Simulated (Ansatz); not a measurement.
# La2O: the cost of one run

Program: Ansatz 0.2.0. Level of theory: DFT PBE, scalar-relativistic, plane waves, PAW. These are calculated values, not measurements.

## 1. The system as given

Symmetry: P-3m1, No. 164, trigonal system. The conventional cell has a = 4.671 Å, b = 4.671 Å, c = 3.437 Å, α = 90.00°, β = 90.00°, γ = 120.00°. La (site symmetry 3m) is surrounded by 5 La at 2.72 to 3.44 Å and 6 O at 3.11 to 3.29 Å. Around O (site symmetry -3m) lie 12 La at 3.11 to 3.29 Å.

As a file:

```
CELL_PARAMETERS angstrom
4.67074 0.00000 0.00000
-2.33537 4.04498 0.00000
0.00000 0.00000 3.43714
ATOMIC_POSITIONS crystal
La 0.33333 0.66667 0.45000
La 0.66667 0.33333 0.55000
O 0.00000 0.00000 0.00000
```

Recipe of the guess: species swapped into a database cell of LaHg2 (P-3m1, No. 164), with O on the La sites and La on the Hg sites. Lengths come from tabulated atomic sizes and are only a guess.

## 2. Probe: one point on a coarse mesh

File input.yaml:

```yaml
crystal:
  lattice:
    - [4.67074333, 0.0, 0.0]
    - [-2.33537167, 4.04498238, 0.0]
    - [0.0, 0.0, 3.43713983]
  atoms:
    - { symbol: La, position: [0.33333333, 0.66666667, 0.44999999] }
    - { symbol: La, position: [0.66666667, 0.33333333, 0.55000001] }
    - { symbol: O, position: [0.0, 0.0, 0.0] }
basis:
  ecutwfc: 420
kpoints:
  mp_grid: { grid: [6, 6, 6] }
hamiltonian:
  xc: pbe
scf:
  occupations: { method: gaussian, width: 0.1 }
  lower_state_search: "off"
output:
  forces: true
  stress: true
  eigenvalues: true
```

Run with:

```
> ansatz run input.yaml --threads 1 --pin off --max-ram 2048MiB --backend cpu --events-out ev --progress --plain --runs-dir out
```

Q: Estimate wall time and peak memory on 1 thread of Intel Xeon Platinum 8488C (Sapphire Rapids), shared host.

About 2.9 s, with a peak of 0.4 GiB.
